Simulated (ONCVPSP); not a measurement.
**Pseudopotential generation for Zr: ONCV, PBE**

Do these settings give a usable potential? It is generated, then checked for transferability, scattering, ghosts and hardness.

Method: ONCVPSP 4.0.1, PBE, scalar-relativistic.

### Step 1. Settings

The settings as typed:

* element: zirconium (Zr, Z = 40)
* type: optimised norm-conserving Vanderbilt (ONCV)
* frozen core: [Ar] 3d10
* valence charge: 12
* reference configuration: 4s2 4p6 4d2 5s1 (charge +1)
* partial waves: 4s+5s: rc 2.05 bohr, ncon 4, nbas 8, qcut 6.8 1/bohr, 2 projectors; 4p: rc 2.05 bohr, ncon 4, nbas 7, qcut 6.9 1/bohr, local; 4d: rc 2.50 bohr, ncon 4, nbas 9, qcut 7 1/bohr, 1 projector
* local potential: the p channel
* core correction: not asked for

The nodes and maxima of the atom's own shells, from an earlier all-electron run, set the scale for the radii.

All-electron outer shells of the reference configuration (PBE, scalar-relativistic, ld1.x):

```tsv
shell	level (eV)	outermost node (bohr)	outermost maximum (bohr)
3d	-181.39	–	0.35
4s	-61.18	0.55	1.08
4p	-39.14	0.56	1.17
4d	-9.98	0.58	1.59
5s	-9.94	1.46	3.00
5p	-6.26	1.68	3.71
```

### Step 2. Generating the potential

Zr.dat

```
# ATOM AND REFERENCE CONFIGURATION
# atsym  z   nc   nv     iexc    psfile
  Zr 40.00    6    4        4      upf
#
#   n    l    f
    1    0    2.00
    2    0    2.00
    2    1    6.00
    3    0    2.00
    3    1    6.00
    3    2   10.00
    4    0    2.00
    4    1    6.00
    4    2    2.00
    5    0    1.00
#
# PSEUDOPOTENTIAL AND OPTIMIZATION
# lmax
    2
#
#   l,   rc,      ep,       ncon, nbas, qcut
    0    2.05    0.00    4    8    6.80
    1    2.05    0.00    4    7    6.90
    2    2.50    0.00    4    9    7.00
#
# LOCAL POTENTIAL
# lloc, lpopt,  rc(5),   dvloc0
    1    5    2.05    0.00
#
# VANDERBILT-KLEINMAN-BYLANDER PROJECTORs
# l, nproj, debl
    0    2    3.80
    1    0    0.80
    2    1    3.20
#
# MODEL CORE CHARGE
# icmod, fcfact, rcfact
    0    0.00    0.00
#
# LOG DERIVATIVE ANALYSIS
# epsh1, epsh2, depsh
   -4.00    5.00    0.02
#
# OUTPUT GRID
# rlmax, drl
    6.00    0.01
#
# TEST CONFIGURATIONS
# ncnf
    4
# nvcnf
#   n    l    f
    4
    4    0    2.00
    4    1    6.00
    4    2    2.00
    5    0    2.00
#
    4
    4    0    2.00
    4    1    6.00
    4    2    2.00
    5    0    0.00
#
    4
    4    0    2.00
    4    1    6.00
    4    2    1.00
    5    0    0.00
#
    4
    4    0    2.00
    4    1    6.00
    4    2    3.00
    5    0    0.00
#
```

Run with:

```console
$ oncvpsp.x < Zr.dat > Zr.out
```

**Question.** What will these runs give? Wanted: cutoffs for 1 and 0.1 mHa per electron, occupied waves; bound ghosts; GHOST(+) flags; largest test error; largest phase difference near zero energy, channels read.

The runs gave:

```
                                                quantity                         value
  cutoffs for 1 and 0.1 mHa per electron, occupied waves               14 Ha and 17 Ha
                                            bound ghosts                    none found
                                          GHOST(+) flags            none at low energy
                            largest test error (AE − PS)  +18 meV, for 4s2 4p6 4d1 5s0
largest phase difference near zero energy, channels read                     0.160 rad
```

**Reading.** By total energies transferability is good: the largest error is 18 meV on 35.6 eV, for 4s2 4p6 4d1 5s0. It counts as soft on the atom at that tolerance, with 14 Ha needed at the looser tolerance. The program's ghost test flags no bound state. Near zero energy the largest phase difference among the channels read is 0.16 rad, in the p channel.
